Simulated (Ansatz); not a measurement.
AlSn:

```xyz
2
Lattice="4.1981 0.0000 0.0000 -2.0991 3.6357 0.0000 0.0000 0.0000 3.3068" Properties=species:S:1:pos:R:3 pbc="T T T"
Sn    0.0000    2.4238    1.6534
Al    0.0000    0.0000    0.0000
```

The cell comes from a database or a generator and needn't be the stable form of this composition.

* Program: Ansatz 0.2.0
* Task: relaxation of cell and atoms
* Functional: PBE0
* Potentials or basis: Ansatz PAW
* Cutoff: 420 eV (not typed: the program's choice for these potentials)
* k mesh: 4 × 4 × 4
* Occupations: fermi-dirac, width 0.05 eV
* Spin: no spin polarisation

At the start: volume 25.24 Å³/atom.

Task: Where does the relaxation end?

Result: It ends after 6 steps and the volume is 24.25 Å³/atom (-3.9 %); space group P-6m2 (No. 187, to 0.05 Å).

Step by step:
| step | energy change (eV) | largest force (eV/Å) | volume (Å³) |
| --- | --- | --- | --- |
| 1 | 0.0000 | 0.0000 | 50.47 |
| 2 | -0.1527 | 0.0000 | 50.49 |
| 3 | -0.1846 | 0.0000 | 48.73 |
| 4 | -0.1849 | 0.0000 | 48.52 |
| 5 | -0.1849 | 0.0000 | 48.50 |
| 6 | -0.1849 | 0.0000 | 48.50 |

Final structure:
```
Sn Al
1.0
     3.99443    0.00000    0.00000
    -1.99721    3.45927    0.00000
     0.00000    0.00000    3.50987
Sn Al
1 1
Direct
  0.33333 0.66667 0.50000
  0.00000 0.00000 0.00000
```

Caveat: the k mesh is coarse (spacing up to 0.48 Å⁻¹), so the values aren't converged, least of all with exact exchange; the plane-wave basis is chosen anew once the cell has moved, so the energies of steps on either side of that aren't comparable; the PAW data sets come from PBE, with cores solved anew for the run's functional, which leaves a small shift of forces and pressure.
